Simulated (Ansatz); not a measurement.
**C2H7NSi: how energies converge with the basis set**

The task here is to estimate one member of a computed series from the others.

The runs use Ansatz 0.2.0, Gaussian basis; one geometry, several basis sets.

The runs, in order: PBE0-D4/def2-SVP; ωB97M-V/def2-SVP; PBE0-D4/def2-QZVPP; ωB97M-V/def2-QZVPP; the functionals' def2-TZVPP values are taken from earlier runs.

## Structure used throughout

The geometry comes from an earlier relaxation with PBE0-D4 in a triple-zeta def2 set; it is a stationary point, not always the lowest conformer.

11 atoms, charge 0, spin multiplicity 1.

Atoms are counted from 1 here; the program's logs count them from 0.

Bond lengths: C1–N2 1.257 Å, C1–H5 1.097 Å, C1–H6 1.103 Å, N2–Si3 1.747 Å, Si3–C4 1.862 Å, Si3–H7 1.497 Å, Si3–H8 1.486 Å, C4–H9 1.092 Å, C4–H10 1.093 Å, C4–H11 1.092 Å. Angles: N2–C1–H5 120.4°, N2–C1–H6 124.2°, H5–C1–H6 115.4°, C1–N2–Si3 124.0°, N2–Si3–C4 108.8°, N2–Si3–H7 110.9°, N2–Si3–H8 106.9°, C4–Si3–H7 110.6°, C4–Si3–H8 110.8°, H7–Si3–H8 108.7°, Si3–C4–H9 110.4°, Si3–C4–H10 110.6°, Si3–C4–H11 110.8°, H9–C4–H10 108.4°, H9–C4–H11 108.3°, H10–C4–H11 108.2°.

The first run:

Input file in.yaml:

```yaml
crystal:
  periodic: [false, false, false]
  atoms:
    - {symbol: C, position_ang: [-0.763161, 2.027245, 0.389895]}
    - {symbol: N, position_ang: [-0.749472, 1.001588, -0.336406]}
    - {symbol: Si, position_ang: [-0.379178, -0.602766, 0.247446]}
    - {symbol: C, position_ang: [1.068583, -1.270958, -0.713192]}
    - {symbol: H, position_ang: [-0.997716, 3.008969, -0.039452]}
    - {symbol: H, position_ang: [-0.550307, 2.023579, 1.471858]}
    - {symbol: H, position_ang: [-0.075141, -0.581643, 1.713351]}
    - {symbol: H, position_ang: [-1.590417, -1.434694, 0.023447]}
    - {symbol: H, position_ang: [0.849512, -1.270178, -1.782993]}
    - {symbol: H, position_ang: [1.292805, -2.295964, -0.407947]}
    - {symbol: H, position_ang: [1.959893, -0.662178, -0.545507]}
basis:
  gaussian: {orbitals: def2-SVP}
hamiltonian: {xc: pbe0, dispersion: d4}
output: {orbitals: {seedname: orbitals}}
```

Steps of the session up to this table: PBE0-D4 in def2-SVP; ωB97M-V in def2-SVP; PBE0-D4 in def2-QZVPP; ωB97M-V in def2-QZVPP.

One table of the session follows, with a row left open; its other results are not shown here.

It belongs to the step «Density functionals: the series». 

```
functional       basis  HOMO (eV)
   PBE0-D4    def2-SVP      -6.94
   PBE0-D4  def2-TZVPP      -7.07
   PBE0-D4  def2-QZVPP      -7.10
   ωB97M-V    def2-SVP          ?
   ωB97M-V  def2-TZVPP      -9.42
   ωB97M-V  def2-QZVPP      -9.44
```

Q: Estimate the row for ωB97M-V, def2-SVP from the others.

**Answer.** HOMO (eV): -9.26. In the column «HOMO (eV)» it lies between ωB97M-V, def2-TZVPP (-9.42) and PBE0-D4, def2-QZVPP (-7.10).
